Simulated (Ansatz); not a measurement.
# CaMn2Bi2: the cost of one run

Program: Ansatz 0.2.0. Level of theory: DFT PBE, scalar-relativistic, plane waves, PAW. These are calculated values, not measurements.

**1. The starting structure**

Symmetry: P2_1/m, No. 11, monoclinic system. The conventional cell has a = 7.212 Å, b = 4.060 Å, c = 7.260 Å, α = 90.00°, β = 94.85°, γ = 90.00°. Bi (site symmetry m) has 5 Mn at 2.69 to 2.89 Å and 3 Ca at 2.97 to 3.00 Å as nearest neighbours. Bi (site symmetry m) has 4 Mn at 2.67 to 2.73 Å as nearest neighbours. Around Mn (site symmetry m) lie 4 Bi at 2.67 to 2.70 Å and 5 Mn at 2.69 to 2.84 Å. Mn (site symmetry m) is surrounded by 3 Mn at 2.69 to 2.84 Å and 5 Bi at 2.73 to 2.89 Å. Ca (site symmetry m) is surrounded by 6 Bi at 2.97 to 3.15 Å.

Coordinates:

```
Bi Mn Ca
1.0
     7.21200    0.00000    0.00000
     0.00000    4.06000    0.00000
    -0.61381    0.00000    7.23401
Bi Mn Ca
4 4 2
Direct
  0.75400 0.25000 0.13300
  0.24600 0.75000 0.86700
  0.23300 0.25000 0.42000
  0.76700 0.75000 0.58000
  0.11500 0.25000 0.06200
  0.88500 0.75000 0.93800
  0.00100 0.25000 0.69900
  0.99900 0.75000 0.30100
  0.52300 0.25000 0.77000
  0.47700 0.75000 0.23000
```

**2. Relaxing cell and atoms: CaMn2Bi2, moments ++−−**

input.yaml reads:

```yaml
crystal:
  lattice:
    - [7.212, 0.0, 0.0]
    - [0.0, 4.06, 0.0]
    - [-0.613814236, 0.0, 7.2340052588]
  atoms:
    - { symbol: Bi, position: [0.754, 0.25, 0.133] }
    - { symbol: Bi, position: [0.246, 0.75, 0.867] }
    - { symbol: Bi, position: [0.233, 0.25, 0.42] }
    - { symbol: Bi, position: [0.767, 0.75, 0.58] }
    - { symbol: Mn, position: [0.115, 0.25, 0.062], spin: 3.5 }
    - { symbol: Mn, position: [0.885, 0.75, 0.938], spin: 3.5 }
    - { symbol: Mn, position: [0.001, 0.25, 0.699], spin: -3.5 }
    - { symbol: Mn, position: [0.999, 0.75, 0.301], spin: -3.5 }
    - { symbol: Ca, position: [0.523, 0.25, 0.77] }
    - { symbol: Ca, position: [0.477, 0.75, 0.23] }
magnetization:
  spin_polarized: true
scf:
  occupations: { method: gaussian, width: 0.03 }
output:
  forces: true
  stress: true
  eigenvalues: true
  populations: true
hamiltonian:
  xc: pbe
kpoints:
  mp_grid: { grid: [6, 10, 6] }
relax:
  f_tol: 0.01
  max_steps: 70
  cell: { stress_tol: 0.05, p_target: 0 }
```

Command:

```sh
$ ansatz run input.yaml --threads 16 --pin off --max-ram 16384MiB --backend cpu --events-out ev --progress --plain --runs-dir out
```

**Question.** How long does this run take on 16 threads of Arm Neoverse N1, shared host, and how much memory does it need?

About 12 min, with a peak of 4.7 GiB.
